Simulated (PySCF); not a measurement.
# H4O2Pb (Pb(H2O)22+): the cost of one run

Computed with PySCF 2.14.0. Level: PBE0, Pb def2-SVP with ECP60, O def2-SVP, H def2-SVP; scalar-relativistic core potentials, no spin–orbit coupling.

1 further run of the same task is left out (for a known fault of the program).

## Step 1: Where the work starts

7 atoms, charge 2, spin multiplicity 1.

Bond lengths: Pb1–O2 2.352 Å, Pb1–O5 2.365 Å, O2–H3 0.977 Å, O2–H4 0.976 Å, O5–H6 0.977 Å, O5–H7 0.976 Å. Angles: O2–Pb1–O5 87.9°, Pb1–O2–H3 125.8°, Pb1–O2–H4 128.0°, H3–O2–H4 106.0°, Pb1–O5–H6 125.3°, Pb1–O5–H7 127.9°, H6–O5–H7 105.7°.

Coordinates:

```xyz
7
charge 2, multiplicity 1
Pb    1.4090    0.4694   -0.0222
O    -0.1819    0.0091    1.6480
H    -0.1100    0.2584    2.5902
H    -1.0000   -0.5173    1.5707
O    -0.2177   -0.1511   -1.6223
H    -0.0635   -0.7464   -2.3814
H    -1.0879    0.2613   -1.7830
```

Formal oxidation states: Pb +2. An earlier session relaxed this geometry at PBE0, Pb def2-SVP with ECP60, O def2-SVP, H def2-SVP (singlet, point group C1).

Its energy there is -344.818250 Eh.

## Step 2: One electron removed, multiplicity 2

run.py (the lines that set the calculation)

```python
mol = gto.M(atom='''
Pb     1.40899     0.46944    -0.02219
O     -0.18192     0.00912     1.64801
H     -0.10995     0.25842     2.59020
H     -1.00000    -0.51731     1.57071
O     -0.21766    -0.15109    -1.62227
H     -0.06350    -0.74638    -2.38144
H     -1.08788     0.26132    -1.78302''',
    basis={'Pb': 'def2-SVP', 'O': 'def2-SVP', 'H': 'def2-SVP'},
    ecp={'Pb': 'def2-SVP'},
    charge=3, spin=1)
mf = dft.UKS(mol, xc='PBE0')
mf.grids.atom_grid = (50, 194)
mf = mf.density_fit()  # fitting sets: Pb def2-universal-JKFIT, O def2-universal-JKFIT, H def2-universal-JKFIT
mf.conv_tol = 1e-08; mf.max_cycle = 55
mf.kernel(dm0)  # dm0: the density of the relaxed state
```

The run is started by

```bash
> OMP_NUM_THREADS=2 python run.py
```

**Question.** How long does this run take on 2 threads of Arm Neoverse V1, shared host?

About 2.1 s.
